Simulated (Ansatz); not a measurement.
# Ir: the cost of one run

Program: Ansatz 0.2.0. Level of theory: DFT PBEsol, scalar-relativistic, plane waves, PAW. These are calculated values, not measurements.

This is Ir in the hcp structure; at room conditions it is fcc.

## (1) Starting point

It takes space group P6_3/mmc (No. 194, hexagonal). Conventional cell: a = 2.751 Å, b = 2.751 Å, c = 4.462 Å, α = 90.00°, β = 90.00°, γ = 120.00°. Ir (site symmetry -6m2) is surrounded by 12 Ir at 2.74 to 2.75 Å.

As a file:

```
Ir
1.0
     2.75138    0.00000    0.00000
    -1.37569    2.38276    0.00000
     0.00000    0.00000    4.46229
Ir
2
Direct
  0.66667 0.33333 0.75000
  0.33333 0.66667 0.25000
```

It goes back to an entry of the Materials Project, which need not be the stable form.

The cell is taken as given, not relaxed at this level.

## (2) The undisturbed cell

input.yaml

```yaml
crystal:
  lattice:
    - [2.7513778946, 0.0, 0.0]
    - [-1.3756889473, 2.3827631521, 0.0]
    - [0.0, 0.0, 4.46229]
  atoms:
    - { symbol: Ir, position: [0.6666666667, 0.3333333333, 0.75] }
    - { symbol: Ir, position: [0.3333333333, 0.6666666667, 0.25] }
basis:
  ecutwfc: 420
kpoints:
  mp_grid: { grid: [24, 24, 12] }
hamiltonian:
  xc: pbesol
scf:
  occupations: { method: gaussian, width: 0.15 }
output:
  forces: true
  stress: true
  eigenvalues: true
```

Run with:

```
$ ansatz run input.yaml --threads 1 --pin off --max-ram 2560MiB --backend cpu --events-out ev --progress --plain --runs-dir out
```

What time and memory should one allow on 1 thread of AMD EPYC 7R13 (Zen 3), shared host?

About 8.3 s, with a peak of 0.53 GiB.
